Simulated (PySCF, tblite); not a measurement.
**C₅H₈F₂O: a rotation path, then NMR shifts on frames, part 1 of 2**

How do NMR shifts of C₅H₈F₂O (`C/C=C(\C)OC(F)F`) change as the atoms move?

Computed with tblite 0.8.0 and PySCF 2.14.0, with density-fitted response routines of our own, on a single molecule in the gas phase. Atoms are numbered from 0 throughout.

## Step 1: The molecule as given

16 atoms, charge 0, multiplicity 1; geometry from: GFN2-xTB.

Bonds of the start (Å): C0–C1 1.49, C1–C2 1.33, C2–C3 1.50, C2–O4 1.41, O4–C5 1.34, C5–F6 1.34, C5–F7 1.36, C0–H8 1.09, C0–H9 1.09, C0–H10 1.09, C1–H11 1.08, C3–H12 1.08, C3–H13 1.09, C3–H14 1.09, C5–H15 1.11.

## Step 2: A band between two rotamers with GFN2-xTB

Job settings and geometry (Å):

```
{"job": {"kind": "neb", "xc": "GFN2-xTB", "basis": "xTB", "atoms": [3, 2, 4, 5], "turn": 180}, "charge": 0, "multiplicity": 1}
C      2.471309    -0.088635     0.187548
C      1.136230    -0.748196     0.135539
C     -0.027616    -0.187290    -0.164031
C     -0.302426     1.238503    -0.522170
O     -1.133525    -1.061376    -0.219729
C     -2.303180    -0.643838     0.285003
F     -3.024855    -1.721733     0.634900
F     -3.061582     0.011332    -0.640898
H      2.428528     0.960184    -0.087075
H      2.878093    -0.166908     1.195193
H      3.159282    -0.600757    -0.483735
H      1.130928    -1.807015     0.353274
H      0.621718     1.758532    -0.749319
H     -0.799987     1.765463     0.292831
H     -0.951388     1.279635    -1.395578
H     -2.229126     0.021040     1.166836
```

With the program's defaults for keys left out, this is: GFN2-xTB climbing-image nudged elastic band, gas phase.

Run with:

```bash
$ OMP_NUM_THREADS=1 python probes_run.py task.json out
```

One launch serves the whole session: the jobs run in the order shown.

What it wrote:

```text
image   E - E0 / eV
  0      -0.0000
  1       0.0038
  2       0.0262
  3       0.0565
  4       0.0479
  5       0.0213
  6       0.0045
  7      -0.0465
  8      -0.0760
```

It took 2.9 s on 1 thread of Arm Neoverse V2, shared host; peak memory 0.18 GiB.

The final band, with the dihedral C3–C2–O4–C5:

```
image  dihedral (°)  energy (eV)  energy (kcal/mol)
    0           -43        0.000                0.0
    1           -18        0.004                0.1
    2            16        0.026                0.6
    3            45        0.056                1.3
    4            68        0.048                1.1
    5            90        0.021                0.5
    6           116        0.005                0.1
    7           140       -0.047               -1.1
    8           161       -0.076               -1.8
```

## Step 3: Nuclear shieldings: image 0, PBE0/pcSseg-1

Job settings and geometry (Å):

```
{"job": {"kind": "nmr", "xc": "PBE0", "basis": "pcSseg-1", "pop": false}, "charge": 0, "multiplicity": 1}
C      2.471300    -0.088600     0.187500
C      1.136200    -0.748200     0.135500
C     -0.027600    -0.187300    -0.164000
C     -0.302400     1.238500    -0.522200
O     -1.133500    -1.061400    -0.219700
C     -2.303200    -0.643800     0.285000
F     -3.024900    -1.721700     0.634900
F     -3.061600     0.011300    -0.640900
H      2.428500     0.960200    -0.087100
H      2.878100    -0.166900     1.195200
H      3.159300    -0.600800    -0.483700
H      1.130900    -1.807000     0.353300
H      0.621700     1.758500    -0.749300
H     -0.800000     1.765500     0.292800
H     -0.951400     1.279600    -1.395600
H     -2.229100     0.021000     1.166800
```

Level: GIAO PBE0/pcSseg-1 NMR shielding, non-relativistic, gas phase.

What it wrote:

```text
coarse grid: 13648 points
cycle   1  E = -469.4786776106  dE =  1.150e+00  |g| = 8.842e-01  |ddm| = 3.474e+00
cycle   2  E = -469.3648297517  dE =  1.138e-01  |g| = 1.235e+00  |ddm| = 1.176e+00
cycle   3  E = -469.6164670795  dE = -2.516e-01  |g| = 8.551e-02  |ddm| = 7.048e-01
cycle   4  E = -469.6175172238  dE = -1.050e-03  |g| = 5.468e-02  |ddm| = 1.073e-01
cycle   5  E = -469.6181947358  dE = -6.775e-04  |g| = 1.377e-02  |ddm| = 4.891e-02
cycle   6  E = -469.6182340321  dE = -3.930e-05  |g| = 3.707e-03  |ddm| = 1.211e-02
cycle   7  E = -469.6182371273  dE = -3.095e-06  |g| = 5.967e-04  |ddm| = 3.244e-03
final grid: 133432 points
cycle   8  E = -469.6902516868  dE = -4.867e-05  |g| = 1.152e-02  |ddm| = 2.993e-02
cycle   9  E = -469.6902304085  dE =  2.128e-05  |g| = 1.599e-02  |ddm| = 1.780e-02
cycle  10  E = -469.6902776240  dE = -4.722e-05  |g| = 1.470e-03  |ddm| = 1.052e-02
cycle  11  E = -469.6902780565  dE = -4.324e-07  |g| = 3.567e-04  |ddm| = 1.337e-03
cycle  12  E = -469.6902780750  dE = -1.857e-08  |g| = 1.613e-04  |ddm| = 3.487e-04
cycle  13  E = -469.6902780801  dE = -5.047e-09  |g| = 3.806e-05  |ddm| = 1.328e-04
cycle  14  E = -469.6902780804  dE = -3.195e-10  |g| = 1.249e-05  |ddm| = 3.681e-05
converged SCF energy = -469.6902780804

GIAO shielding tensors (ppm)
atom      isotropic    diamagn.    paramagn.     s11        s22        s33       span
  0 C      171.690     247.954     -76.265    159.319    171.064    184.686     25.367
  1 C       69.136     256.617    -187.481    -27.806     83.476    151.738    179.544
  2 C       32.867     258.326    -225.460    -67.939     77.550     88.988    156.927
  3 C      171.127     250.198     -79.070    160.911    169.310    183.161     22.251
  4 O      153.002     401.767    -248.765    114.947    149.583    194.477     79.530
  5 C       63.175     241.361    -178.186     42.459     71.256     75.810     33.351
  6 F      272.152     468.182    -196.029    172.682    300.047    343.728    171.046
  7 F      255.570     472.999    -217.429    164.367    251.374    350.969    186.601
  8 H       30.029      31.087      -1.058     25.487     30.783     33.817      8.330
  9 H       29.825      28.494       1.331     25.415     27.479     36.581     11.167
 10 H       29.851      27.885       1.966     25.355     27.336     36.862     11.508
 11 H       26.059      33.129      -7.070     22.945     25.250     29.984      7.039
 12 H       29.402      31.293      -1.892     24.280     29.430     34.494     10.214
 13 H       29.999      30.683      -0.683     26.063     28.242     35.693      9.630
 14 H       29.577      29.940      -0.363     25.004     28.922     34.805      9.801
 15 H       25.368      29.211      -3.843     22.654     25.371     28.079      5.425
```

It took 24 s on 1 thread of Arm Neoverse V2, shared host; peak memory 0.79 GiB.

The references, computed at this level on geometries of the same kind, shield at (ppm): 1H TMS 31.72, 13C TMS 186.9, 19F CFCl3 170.9, 17O H2O 336.1. Their shielding less the atom's gives the shift. The references are single molecules in the gas phase, so shifts against H2O, NH3, PH3, H3PO4 or CFCl3 are not on the usual liquid scales and can be off by tens of ppm. Each atom is listed at this fixed geometry, with no averaging over motion; a spectrum would average atoms that exchange fast.

```
atoms                                                  environment  σ (ppm)  δ (ppm)
   C2                                 alkene carbon bearing oxygen     32.9    154.1
   C5                                   sp3 CH bonded to 2 F and O     63.2    123.8
   C1                β carbon of an enol-ether or enamine type C=C     69.1    117.8
   C3                                        allylic methyl carbon    171.1     15.8
   C0                                        allylic methyl carbon    171.7     15.2
  H15                    hydrogen on an sp3 CH bonded to 2 F and O    25.37     6.35
  H11  hydrogen on a β carbon of an enol-ether or enamine type C=C    26.06     5.66
  H12                         hydrogen on an allylic methyl carbon    29.40     2.32
  H14                         hydrogen on an allylic methyl carbon    29.58     2.14
   H9                         hydrogen on an allylic methyl carbon    29.82     1.89
  H10                         hydrogen on an allylic methyl carbon    29.85     1.87
  H13                         hydrogen on an allylic methyl carbon    30.00     1.72
   H8                         hydrogen on an allylic methyl carbon    30.03     1.69
   O4                                                 ether oxygen    153.0    183.1
   F7                                      fluorine of a CF2 group    255.6    -84.6
   F6                                      fluorine of a CF2 group    272.2   -101.2
```

The fields below are evaluated on a grid from the run's orbitals.

Frontier orbitals at PBE0/pcSseg-1, with the share of their density that lies nearest to each atom:

```
orbital  energy (eV)                          lies on
   HOMO        -7.05  C1, C2 about 31 % each; O4 14 %
   LUMO         0.43  C1, C2 about 32 % each; H11 8 %
```

ELF in a plane through or near 9 of the atoms.

Values, 10 rows by 14 columns:
```
0.00 0.00 0.00 0.00 0.00 0.00 0.00 0.00 0.00 0.00 0.00 0.00 0.00 0.00
0.00 0.00 0.00 0.00 0.00 0.00 0.01 0.01 0.00 0.00 0.00 0.00 0.00 0.00
0.00 0.00 0.00 0.00 0.00 0.76 0.97 0.23 0.19 0.02 0.00 0.00 0.00 0.00
0.00 0.00 0.01 0.80 0.70 0.39 1.00 0.25 0.65 0.02 0.19 0.15 0.00 0.00
0.00 0.00 0.04 0.85 0.99 0.13 0.31 0.94 0.19 0.08 0.82 0.83 0.19 0.00
0.00 0.00 0.25 0.68 0.33 0.83 0.84 0.27 0.50 0.41 0.67 0.35 0.05 0.00
0.00 0.00 0.12 0.44 0.30 0.64 0.66 0.11 0.87 0.39 0.79 0.83 0.27 0.00
0.00 0.00 0.00 0.02 0.02 0.97 0.99 0.02 0.48 0.06 0.87 0.79 0.15 0.00
0.00 0.00 0.00 0.00 0.00 0.45 0.58 0.00 0.00 0.01 0.20 0.09 0.00 0.00
0.00 0.00 0.00 0.00 0.00 0.00 0.00 0.00 0.00 0.00 0.00 0.00 0.00 0.00
```
The map spans 11.4 Å across and 9.0 Å up, centred on the molecule. Atoms in the plane (x, y in Å): C0 (-2.5, -0.3), C1 (-1.1, -0.8), C2 (0.0, -0.1), C3 (0.2, 1.4), C5 (2.3, -0.6), F6 (3.1, -1.7), H8 (-2.5, 0.8), H11 (-1.0, -1.9), H12 (-0.7, 1.9).

log10 of the density (e/Å³) in the same plane.

Ten even steps from ' ' (-4.0) to '@' (1.7):
```
                                                        
                            ..                          
                    ....::::::::....                    
                ..::----====------::::..                
            ....::--==++++++++++==----::..              
        ..::::------==**##******++==--::::::::..        
      ..::--========++**####%%##**++==========--..      
      ..::==++++**++++++**##@@##**++==++++++++==--..    
    ..::--==****##**++++**####**++==++**######++==::    
    ..--==++**####********####**++++****######++==::    
    ::--==++**##%%########%%%%##****########**++--::    
    ::--==++**########@@##############@@##**++==--..    
    ..::====++++****######**++**####**####%%##++==::    
    ..::----======++**##**++++++**++++**%%@@%%**==::    
      ..::::------==++****++========++**######++==::    
        ....::::::--==++++==--------==++++**++==--..    
              ....::--------::......::--======--..      
                  ..........          ........          
                                                        
                                                        
```
The map spans 11.4 Å across and 9.0 Å up, centred on the molecule. Atoms in the plane (x, y in Å): C0 (-2.5, -0.3), C1 (-1.1, -0.8), C2 (0.0, -0.1), C3 (0.2, 1.4), C5 (2.3, -0.6), F6 (3.1, -1.7), H8 (-2.5, 0.8), H11 (-1.0, -1.9), H12 (-0.7, 1.9).

On the surface of density 0.002 e/bohr³ the electrostatic potential runs, from the 1st to the 99th percentile, from -1.14 V near O4 to 1.35 V near H15.

## Step 4: Nuclear shieldings: image 1, PBE0/pcSseg-1

Job settings and geometry (Å):

```
{"job": {"kind": "nmr", "xc": "PBE0", "basis": "pcSseg-1", "pop": false}, "charge": 0, "multiplicity": 1}
C      2.504200    -0.089000     0.102700
C      1.172400    -0.754700     0.161900
C     -0.017800    -0.199100    -0.028000
C     -0.311600     1.230900    -0.353000
O     -1.106900    -1.089500     0.050100
C     -2.353000    -0.620500     0.188900
F     -3.110300    -1.588900     0.730900
F     -2.931900    -0.343200    -1.017400
H      2.433700     0.964800    -0.146100
H      3.003000    -0.184200     1.066400
H      3.129300    -0.583900    -0.639600
H      1.189000    -1.813200     0.377500
H      0.592600     1.723900    -0.693500
H     -0.679900     1.769200     0.521500
H     -1.057200     1.299000    -1.143600
H     -2.463300     0.287500     0.810000
```

With the program's defaults for keys left out, this is: GIAO PBE0/pcSseg-1 NMR shielding, non-relativistic, gas phase.

What it wrote:

```text
coarse grid: 13648 points
cycle   1  E = -469.4760010734  dE =  1.157e+00  |g| = 8.867e-01  |ddm| = 3.467e+00
cycle   2  E = -469.3587601053  dE =  1.172e-01  |g| = 1.242e+00  |ddm| = 1.210e+00
cycle   3  E = -469.6148591549  dE = -2.561e-01  |g| = 8.946e-02  |ddm| = 7.285e-01
cycle   4  E = -469.6160283171  dE = -1.169e-03  |g| = 5.685e-02  |ddm| = 1.117e-01
cycle   5  E = -469.6167576728  dE = -7.294e-04  |g| = 1.407e-02  |ddm| = 4.986e-02
cycle   6  E = -469.6167986051  dE = -4.093e-05  |g| = 3.645e-03  |ddm| = 1.221e-02
cycle   7  E = -469.6168015642  dE = -2.959e-06  |g| = 6.265e-04  |ddm| = 3.145e-03
final grid: 133432 points
cycle   8  E = -469.6888408101  dE = -5.436e-05  |g| = 1.141e-02  |ddm| = 3.132e-02
cycle   9  E = -469.6888194907  dE =  2.132e-05  |g| = 1.592e-02  |ddm| = 1.735e-02
cycle  10  E = -469.6888662283  dE = -4.674e-05  |g| = 1.474e-03  |ddm| = 1.026e-02
cycle  11  E = -469.6888666608  dE = -4.326e-07  |g| = 3.777e-04  |ddm| = 1.351e-03
cycle  12  E = -469.6888666820  dE = -2.121e-08  |g| = 1.677e-04  |ddm| = 3.621e-04
cycle  13  E = -469.6888666875  dE = -5.517e-09  |g| = 4.017e-05  |ddm| = 1.409e-04
cycle  14  E = -469.6888666879  dE = -3.604e-10  |g| = 1.289e-05  |ddm| = 3.783e-05
converged SCF energy = -469.6888666879

GIAO shielding tensors (ppm)
atom      isotropic    diamagn.    paramagn.     s11        s22        s33       span
  0 C      171.957     247.642     -75.685    159.722    171.384    184.764     25.042
  1 C       73.180     256.790    -183.610    -21.973     88.467    153.046    175.018
  2 C       33.961     258.273    -224.312    -66.000     78.770     89.113    155.113
  3 C      173.616     251.198     -77.582    163.570    173.192    184.085     20.515
  4 O      152.691     401.311    -248.620    133.974    137.242    186.855     52.881
  5 C       64.684     239.994    -175.310     44.044     70.727     79.282     35.239
  6 F      275.883     467.902    -192.019    176.696    302.690    348.263    171.566
  7 F      253.033     473.063    -220.030    157.176    246.750    355.173    197.997
  8 H       30.064      31.047      -0.983     25.526     30.856     33.810      8.284
  9 H       29.828      28.265       1.563     25.347     27.441     36.696     11.349
 10 H       29.838      28.016       1.822     25.291     27.357     36.866     11.575
 11 H       26.225      33.112      -6.887     22.953     25.560     30.162      7.209
 12 H       29.322      31.472      -2.150     24.238     29.387     34.339     10.102
 13 H       29.891      30.720      -0.829     25.992     27.550     36.130     10.138
 14 H       29.596      30.402      -0.805     24.495     29.438     34.856     10.360
 15 H       25.069      28.722      -3.653     21.760     25.729     27.719      5.959
```

It took 18 s on 1 thread of Arm Neoverse V2, shared host; peak memory 0.81 GiB.

In short: δ C2 153.0, C5 122.2, C1 113.7, C0 15.0, H15 6.65, H11 5.49 ppm.

(Continued in part 2 of 2.)
